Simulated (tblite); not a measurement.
# C2H4O3Ti: the cost of one run

Computed with tblite 0.8.0 and PySCF 2.14.0; each step states its level. No surroundings beyond the atoms listed, unless a continuum is named. Atoms count from 0, parts from 1.

## Step 1: Starting point

10 atoms, charge 0, multiplicity 1; geometry: distance geometry start.

## Step 2: Geometry optimisation with GFN2-xTB

What the job is given:

```
{"job": {"kind": "relax", "xc": "GFN2-xTB", "basis": "xTB"}, "charge": 0, "multiplicity": 1}
O      0.203533     2.116167     0.742044
Ti    -0.178326     0.729999    -0.543525
O     -1.823752     1.138078    -1.463884
O      1.278880     0.609712    -1.839351
C     -0.394181    -1.026174     0.391216
C     -0.432418    -2.184465     1.271414
H      0.638350     1.960478     1.596786
H     -1.959157     1.915773    -2.100494
H      1.803798     1.365719    -2.120991
H     -0.645586    -2.972703     1.943847
```

Level: GFN2-xTB geometry optimisation, gas phase.

Run with:

```bash
> OMP_NUM_THREADS=1 python cluster_run.py task.json out
```

This one command runs all jobs of the session in turn.

Q: Estimate the wall time of this first job on 1 thread of Intel Xeon Platinum 8259CL at 2.50GHz, shared host.

About 1.3 s.
